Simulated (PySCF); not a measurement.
# How the numerical set-up moves the result for CaBr

Which parts of the numerical set-up matter for CaBr? Each run edits the base script.

Method: each script names its method and basis; program: PySCF 2.14.0.

3 further runs of the same task are left out: 3 that didn't finish.

## 1. Where the work starts

CaBr: 2 atoms, charge 0, spin multiplicity 2.

Bond lengths: Ca1–Br2 2.893 Å.

## 2. The base run

Contents of input.py:

```python
from pyscf import gto, scf, mp

mol = gto.M(
    atom='Ca 0 0 0; Br 0 0 2.893',
    basis='def2-svp',
    charge=0,
    spin=1,
    symmetry=True,
    verbose=4,
)
mf = scf.UHF(mol)
mf.kernel()
mp.MP2(mf, frozen=14).kernel()
mf.dip_moment()
print('orbital energies (hartree):', [e[max(0, n-3):n+3].round(4) for e, n in zip(mf.mo_energy, mol.nelec)])
```

The run is started by

```bash
OMP_NUM_THREADS=1 python input.py
```

Its log is not repeated here.

It gives: E(SCF) = -3248.857994 Eh, 12 cycles, E(MP2) − E(SCF) = -0.33537 Eh, ⟨S²⟩ = 0.751, μ = 6.13 D (of the SCF density).

The bond length is a typed value, not an optimised one.

## 3. Cartesian functions on

Variant 1 changes Cartesian functions: off → on.

Contents of input.py:

```python
from pyscf import gto, scf, mp

mol = gto.M(
    atom='Ca 0 0 0; Br 0 0 2.893',
    basis='def2-svp',
    charge=0,
    spin=1,
    symmetry=True,
    cart=True,
    verbose=4,
)
mf = scf.UHF(mol)
mf.kernel()
mp.MP2(mf, frozen=14).kernel()
mf.dip_moment()
print('orbital energies (hartree):', [e[max(0, n-3):n+3].round(4) for e, n in zip(mf.mo_energy, mol.nelec)])
```

The run is started by

```bash
OMP_NUM_THREADS=1 python input.py
```

## 4. Cc-pvdz-dk (X2C on)

Variant 2 changes basis set: def2-svp → cc-pvdz-dk; spin-free X2C: off → on.

Edit input.py of step 2 so:

```diff
@@ -4,3 +4,3 @@
     atom='Ca 0 0 0; Br 0 0 2.893',
-    basis='def2-svp',
+    basis='cc-pvdz-dk',
     charge=0,
@@ -11,2 +11,3 @@
 mf = scf.UHF(mol)
+mf = mf.sfx2c1e()
 mf.kernel()
```

## 5. Cc-pvdz

Variant 3 changes basis set: def2-svp → cc-pvdz.

Edit input.py of step 2 so:

```diff
@@ -4,3 +4,3 @@
     atom='Ca 0 0 0; Br 0 0 2.893',
-    basis='def2-svp',
+    basis='cc-pvdz',
     charge=0,
```

## 6. Density fitting auto

Variant 4 changes density fitting: none → auto.

Edit input.py of step 2 so:

```diff
@@ -11,2 +11,3 @@
 mf = scf.UHF(mol)
+mf = mf.density_fit()
 mf.kernel()
```

**Question.** What will these runs give? Wanted: for each run, E(SCF); from base; gap, α spin; SCF dipole; after the SCF.

**Answer**, as computed:

```csv
run,E(SCF) (hartree),from base (eV),cycles,"gap, α spin (eV)",SCF dipole (D),functions,after the SCF
base,-3248.857994,0,12,7.52,6.13,56,"MP2 correlation -9.126 eV, core frozen"
Cartesian functions on,-3248.861865,-0.1053,12,7.52,6.10,61,"MP2 correlation -9.359 eV, core frozen"
cc-pvdz-dk (X2C on),-3284.052461,not comparable,12,6.50,5.71,54,"MP2 correlation -5.774 eV, core frozen"
cc-pvdz,-3249.234852,-10.2548,12,6.47,5.69,54,"MP2 correlation -5.918 eV, core frozen"
density fitting auto,-3248.857919,+0.0020,12,7.52,6.13,56,"MP2 correlation -9.126 eV, core frozen"
```

In words: The largest comparable shift of the SCF energy, -10.255 eV, comes with the run “cc-pvdz”. cc-pvdz (54 functions) gives an energy 10.25 eV lower than def2-svp (56); size alone doesn't order basis sets of different families.
